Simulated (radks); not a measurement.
**Ce in [Xe] 4f1 6s2 6d1: an all-electron calculation**

Wanted: eigenvalues, radial structure and energy terms of neutral cerium.

The numbers are computed with radks (a radial shooting solver on a logarithmic mesh, Libxc functionals) version 1 (non-relativistic Kohn-Sham, PBE, spin-unpolarised, spherical densities, point nucleus), except any that are marked as measured or tabulated.

### Step 1. What is computed

```
element       : cerium (Z = 58)
charge        : 0
electrons     : 58
configuration : [Xe] 4f1 6s2 6d1
```

The outer shells:

Ce
```
[Xe] core
4f [↑ ][  ][  ][  ][  ][  ][  ]
6s [↑↓]
6d [↑ ][  ][  ][  ][  ]
```

### Step 2. Self-consistent calculation

The run's settings:

```text
Z 58
configuration [Xe] 4f1 6s2 6d1
relativity non-relativistic
functional pbe,pbe
spin unpolarised
nucleus point
```

Q: Predict the outcome of this run.

The runs gave:

| quantity | value |
| --- | --- |
| total energy | -8569.0133 hartree |
| exchange-correlation share of it | 2.36 % |
| −T/E | 0.9997 |
| highest occupied level | 6d, -0.724 eV |
| most extended occupied level | 6d, <r> = 9.94 bohr |
| radius at density 0.001 e/bohr³ | 5.36 bohr |
| maxima of the radial density | 4 |

The radial density shows 4 maxima for 6 occupied principal shells; where shells overlap, one shows as a shoulder or not at all. The ratio −T/E is 0.9997; for a non-relativistic Coulomb system it is 1 up to the kinetic part of correlation. This is not the tabulated ground configuration, so its levels and sizes aren't those of the ground state, and no measured value stands beside it.
